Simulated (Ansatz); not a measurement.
# CH₅AlClNOSi: a ladder of functionals and wavefunction methods

The task here is to estimate one member of a computed series from the others.

The runs use Ansatz 0.2.0, Gaussian basis; functionals in def2-TZVPP, the program's frozen cores in correlated methods.

The runs, in order: PBE-D4, r2SCAN-D4, PBE0-D4, B3LYP-D4, ωB97X-V, ωB97M-V, B2PLYP; CCSD(T)/def2-TZVPP; MP2/def2-QZVPP; extrapolation to the limit.

## Structure used throughout

The geometry comes from an earlier relaxation with PBE0-D4 in a triple-zeta def2 set; it is a stationary point, not always the lowest conformer.

SMILES `[AlH2][NH][Si]1(Cl)CO1`, 11 atoms, charge 0, spin multiplicity 1.

Atoms are counted from 1 here; the program's logs count them from 0.

Bond lengths: Al1–N2 1.798 Å, Al1–H7 1.574 Å, Al1–H8 1.581 Å, N2–Si3 1.691 Å, N2–H9 1.015 Å, Si3–Cl4 2.033 Å, Si3–C5 1.792 Å, Si3–O6 1.636 Å, C5–O6 1.512 Å, C5–H10 1.088 Å, C5–H11 1.088 Å. Angles: N2–Al1–H7 120.3°, N2–Al1–H8 114.5°, H7–Al1–H8 125.2°, Al1–N2–Si3 134.3°, Al1–N2–H9 114.3°, Si3–N2–H9 111.5°, N2–Si3–Cl4 108.6°, N2–Si3–C5 128.1°, N2–Si3–O6 119.5°, Cl4–Si3–C5 119.7°, Cl4–Si3–O6 117.5°, C5–Si3–O6 52.1°, Si3–C5–O6 58.6°, Si3–C5–H10 122.5°, Si3–C5–H11 123.1°, O6–C5–H10 112.0°, O6–C5–H11 111.7°, H10–C5–H11 113.0° and more.

The first run:

Contents of in.yaml:

```yaml
crystal:
  periodic: [false, false, false]
  atoms:
    - {symbol: Al, position_ang: [-2.210839, -1.037740, 0.702860]}
    - {symbol: N, position_ang: [-0.460417, -0.691549, 0.483425]}
    - {symbol: Si, position_ang: [0.416102, 0.625687, -0.112902]}
    - {symbol: Cl, position_ang: [-0.866244, 2.172568, -0.420589]}
    - {symbol: C, position_ang: [2.007494, 0.612440, -0.937295]}
    - {symbol: O, position_ang: [1.881304, 0.973800, 0.525611]}
    - {symbol: H, position_ang: [-3.291988, -0.000480, 0.220902]}
    - {symbol: H, position_ang: [-2.524310, -2.434590, 1.373832]}
    - {symbol: H, position_ang: [0.154717, -1.434663, 0.798936]}
    - {symbol: H, position_ang: [2.363271, 1.449338, -1.534290]}
    - {symbol: H, position_ang: [2.596311, -0.291614, -1.079891]}
basis:
  gaussian: {orbitals: def2-TZVPP}
hamiltonian: {xc: pbe, dispersion: d4}
output: {forces: true, orbitals: {seedname: orbitals}}
```

Run with:

```console
> ansatz run in.yaml --threads 4 --pin off --events-out ev --progress --plain --max-ram 10444MiB
```

Among the steps run: PBE-D4 (GGA); r2SCAN-D4 (meta-GGA); PBE0-D4 (hybrid); B3LYP-D4 (hybrid); ωB97X-V (range-separated); ωB97M-V (range-separated); B2PLYP (double hybrid); CCSD(T) in def2-TZVPP; MP2 in def2-QZVPP.

One table of the session follows, with a row left open; its other results are not shown here.

```
            method  atomisation energy (eV)
            PBE-D4                   41.023
         r2SCAN-D4                   40.515
           PBE0-D4                   40.186
          B3LYP-D4                   40.195
           ωB97X-V                   40.656
           ωB97M-V                   40.617
            B2PLYP                        ?
     HF/def2-TZVPP                   28.246
    MP2/def2-TZVPP                   40.145
   CCSD/def2-TZVPP                   38.372
CCSD(T)/def2-TZVPP                   39.111
           MP2/CBS                   41.494
       CCSD(T)/CBS                   40.460
```

**Question.** Estimate the row for B2PLYP.

**Answer.** atomisation energy (eV): 39.802. In the column «atomisation energy (eV)» it lies between CCSD(T)/def2-TZVPP (39.111) and MP2/def2-TZVPP (40.145).
